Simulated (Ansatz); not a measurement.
**SbH₃S₂ (SMILES S[S][SbH2]): single points off equilibrium**

How do the functionals fare away from a minimum? The structure is a structure displaced at random from a GFN2-xTB minimum.

Computed with Ansatz 0.2.0, Gaussian basis. Level: single points in def2-TZVPP.

Cores are frozen in the correlated methods. Filled d shells of the heavier atoms are correlated. Core potentials replace the inner electrons past krypton, and spin-orbit coupling is left out. B3LYP uses VWN-RPA correlation.

### Step 1. Where the work starts

SMILES `S[S][SbH2]`, 6 atoms, charge 0, spin multiplicity 1.

Atoms are counted from 1 here; the program's logs count them from 0.

Bond lengths: S1–S2 2.142 Å, S1–H4 1.373 Å, S2–Sb3 2.340 Å, Sb3–H5 1.572 Å, Sb3–H6 1.570 Å. Angles: S2–S1–H4 98.2°, S1–S2–Sb3 103.8°, S2–Sb3–H5 94.0°, S2–Sb3–H6 86.4°, H5–Sb3–H6 97.7°.

As a file:

| atom | x (Å) | y (Å) | z (Å) |
| --- | --- | --- | --- |
| S1 | -0.8998 | -1.5748 | -1.3528 |
| S2 | -0.3775 | -0.7993 | 0.5741 |
| Sb3 | 0.7062 | 1.2174 | 0.0887 |
| H4 | -2.2442 | -1.2985 | -1.3184 |
| H5 | 2.1464 | 0.6181 | 0.2833 |
| H6 | 0.4374 | 1.6082 | 1.5851 |

### Step 2. CCSD(T)/def2-TZVPP

Input file run/in.yaml:

```yaml
crystal:
  periodic: [false, false, false]
  atoms:
    - {symbol: S, position_ang: [-0.899800, -1.574800, -1.352800]}
    - {symbol: S, position_ang: [-0.377500, -0.799300, 0.574100]}
    - {symbol: Sb, position_ang: [0.706200, 1.217400, 0.088700]}
    - {symbol: H, position_ang: [-2.244200, -1.298500, -1.318400]}
    - {symbol: H, position_ang: [2.146400, 0.618100, 0.283300]}
    - {symbol: H, position_ang: [0.437400, 1.608200, 1.585100]}
basis:
  gaussian: {orbitals: def2-TZVPP}
correlation: {method: ccsd_t}
output: {forces: true}
```

No record of the launch command was kept for these runs.

### Step 3. PBE0-D4/def2-TZVPP

Changes to run/in.yaml since step 2:

```diff
@@ -11,3 +11,3 @@
   gaussian: {orbitals: def2-TZVPP}
-correlation: {method: ccsd_t}
-output: {forces: true}
+hamiltonian: {xc: pbe0, dispersion: d4}
+output: {forces: true, orbitals: {seedname: orbitals}}
```

### Step 4. wB97M-V/def2-TZVPP

Changes to run/in.yaml since step 3:

```diff
@@ -11,3 +11,3 @@
   gaussian: {orbitals: def2-TZVPP}
-hamiltonian: {xc: pbe0, dispersion: d4}
-output: {forces: true, orbitals: {seedname: orbitals}}
+hamiltonian: {xc: {name: wB97M-V}}
+output: {forces: true}
```

### Step 5. r2SCAN-D4/def2-TZVPP

Changes to run/in.yaml since step 4:

```diff
@@ -11,3 +11,3 @@
   gaussian: {orbitals: def2-TZVPP}
-hamiltonian: {xc: {name: wB97M-V}}
+hamiltonian: {xc: r2scan, dispersion: d4}
 output: {forces: true}
```

### Step 6. PBE-D4/def2-TZVPP

Changes to run/in.yaml since step 5:

```diff
@@ -11,3 +11,3 @@
   gaussian: {orbitals: def2-TZVPP}
-hamiltonian: {xc: r2scan, dispersion: d4}
+hamiltonian: {xc: pbe, dispersion: d4}
 output: {forces: true}
```

### Step 7. r2SCANh-D4/def2-TZVPP

Changes to run/in.yaml since step 6:

```diff
@@ -11,3 +11,3 @@
   gaussian: {orbitals: def2-TZVPP}
-hamiltonian: {xc: pbe, dispersion: d4}
+hamiltonian: {xc: {name: r2SCANh}, dispersion: d4}
 output: {forces: true}
```

### Step 8. B3LYP-D4/def2-TZVPP

Changes to run/in.yaml since step 7:

```diff
@@ -11,3 +11,3 @@
   gaussian: {orbitals: def2-TZVPP}
-hamiltonian: {xc: {name: r2SCANh}, dispersion: d4}
+hamiltonian: {xc: {name: B3LYP}, dispersion: d4}
 output: {forces: true}
```

(Steps that only read results are left out.)

Before running it: what results should come out? Wanted: energy less free atoms, CCSD(T)/def2-TZVPP; RMS force component; RMS force error; HOMO and LUMO, PBE0-D4; T1 diagnostic.

The runs gave:

| quantity | value |
| --- | --- |
| energy less free atoms, CCSD(T)/def2-TZVPP | -1295.7 kJ/mol |
| RMS force component | 1.324 to 1.492 eV/Å over the methods |
| RMS force error | PBE0-D4 0.155, wB97M-V 0.094, r2SCAN-D4 0.121, PBE-D4 0.235, r2SCANh-D4 0.119, B3LYP-D4 0.147 eV/Å |
| HOMO and LUMO, PBE0-D4 | -6.85 and -1.48 eV |
| T1 diagnostic | 0.013 |

**Reading.** Against CCSD(T) the functionals' energies less atoms differ by -97.9 to -49.8 kJ/mol, PBE-D4 by -97.9 kJ/mol. The reference is not at the basis limit: in triple zeta CCSD(T) underbinds, which counts against methods that bind more; the gaps are no ranking. For forces wB97M-V does best and PBE-D4 worst. Frozen-core CCSD(T) forces in triple zeta carry basis errors of their own, and this is one geometry, so small gaps rank nothing.
